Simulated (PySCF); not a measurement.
# C₄H₁₀Ge₂SSi: geometry, NMR shifts and electronic excitations

Aim: predict the NMR shifts and electronic excitations of C₄H₁₀Ge₂SSi (`[GeH3][GeH2][SiH2]c1cccs1`).

Programs: PySCF 2.14.0, with density-fitted response routines of our own. Each step states its level of theory. These are calculated values for one molecule in the gas phase, unless marked as measured. Atoms are numbered from 0 throughout.

## Step 1: The molecule as given

18 atoms, charge 0, multiplicity 1; geometry from: GFN2-xTB.

Bonds of the start (Å): Ge0–Ge1 2.39, Ge1–Si2 2.35, Si2–C3 1.87, C3–C4 1.37, C4–C5 1.41, C5–C6 1.36, C6–S7 1.72, S7–C3 1.73, Ge0–H8 1.50, Ge0–H9 1.50, Ge0–H10 1.50, Ge1–H11 1.52, Ge1–H12 1.51, Si2–H13 1.47, Si2–H14 1.47, C4–H15 1.08, C5–H16 1.08, C6–H17 1.07.

## Step 2: Optimising the geometry at PBE0-D3(BJ)/def2-SVP

Job settings and geometry (Å):

```
{"job": {"xc": "PBE0", "basis": "def2-SVP", "d3": "d3bj", "grid": 1, "kind": "geom"}, "charge": 0, "multiplicity": 1}
Ge     2.670448     1.320893    -0.210068
Ge     2.084079    -0.992421    -0.173136
Si     0.169436    -1.709516    -1.327436
C     -1.255164    -0.637134    -0.763764
C     -1.252150     0.382229     0.144156
C     -2.514290     0.981647     0.332576
C     -3.473738     0.409881    -0.440482
S     -2.849686    -0.866235    -1.405611
H      2.229705     2.091330     1.004407
H      4.138302     1.616750    -0.319701
H      2.050945     2.075528    -1.354077
H      2.072619    -1.398750     1.286800
H      3.301145    -1.756422    -0.650204
H     -0.147906    -3.115319    -1.052689
H      0.340305    -1.552461    -2.778010
H     -0.360600     0.698345     0.665435
H     -2.698075     1.797877     1.008435
H     -4.514135     0.660094    -0.507805
```

**Question.** This job is followed by: GIAO PBE0/pcSseg-1 NMR shielding, non-relativistic, gas phase; TDDFT CAM-B3LYP/def2-SVPD, vertical, gas phase, core orbitals frozen in the response; GIAO wB97X-D/pcSseg-1 NMR shielding, non-relativistic, gas phase. Predict these results of the whole session: point group; rotational constants (main isotopes); ¹³C shifts against TMS (PBE0/pcSseg-1); ¹H shifts against TMS (PBE0/pcSseg-1, means over atoms taken as alike); ⁷³Ge shifts against GeMe4 (PBE0/pcSseg-1); ²⁹Si shifts against TMS (PBE0/pcSseg-1); ³³S shifts against CS2 (PBE0/pcSseg-1); lowest singlet (CAM-B3LYP/def2-SVPD); lowest triplet; vertical ionisation energy (ΔSCF); range of the shift of C3.

As calculated:

```
                                                              quantity                                   value
                                                           point group                                      C1
                                  rotational constants (main isotopes)                    0.99, 0.48, 0.38 GHz
                                ¹³C shifts against TMS (PBE0/pcSseg-1)          142.2, 140.2, 135.4, 134.4 ppm
¹H shifts against TMS (PBE0/pcSseg-1, means over atoms taken as alike)  7.45, 7.37, 7.31, 4.94, 3.53, 3.08 ppm
                             ⁷³Ge shifts against GeMe4 (PBE0/pcSseg-1)                          -327, -342 ppm
                               ²⁹Si shifts against TMS (PBE0/pcSseg-1)                               -67.1 ppm
                                ³³S shifts against CS2 (PBE0/pcSseg-1)                                 261 ppm
                                  lowest singlet (CAM-B3LYP/def2-SVPD)             5.35 eV (232 nm), f = 0.207
                                                        lowest triplet                                 3.60 eV
                                     vertical ionisation energy (ΔSCF)                                 8.57 eV
                                              range of the shift of C3                      135.4 to 138.1 ppm
```

**Reading.** Over 24 steps the energy fell by 0.278 eV; of the close pairs, Ge0–H9 changed most, 1.501 to 1.541 Å. At PBE0/pcSseg-1: The widest tensor belongs to S7: span 288 ppm, with a paramagnetic part of -823 ppm. The first singlet state (HOMO→LUMO 0.91) lies at 5.35 eV and is bright. The lowest triplet lies 1.75 eV below the lowest singlet (triplets in Tamm-Dancoff, singlets in full TDDFT). The orbital energy would give 8.06 eV for ionisation, ΔSCF gives 8.57 eV. Across the 2 runs the shift of C3 moves most, between 135.4 (PBE0/pcSseg-1) and 138.1 ppm (wB97X-D/pcSseg-1). Spin-orbit coupling is left out, which matters for shieldings and couplings at and beside the heavy atoms.
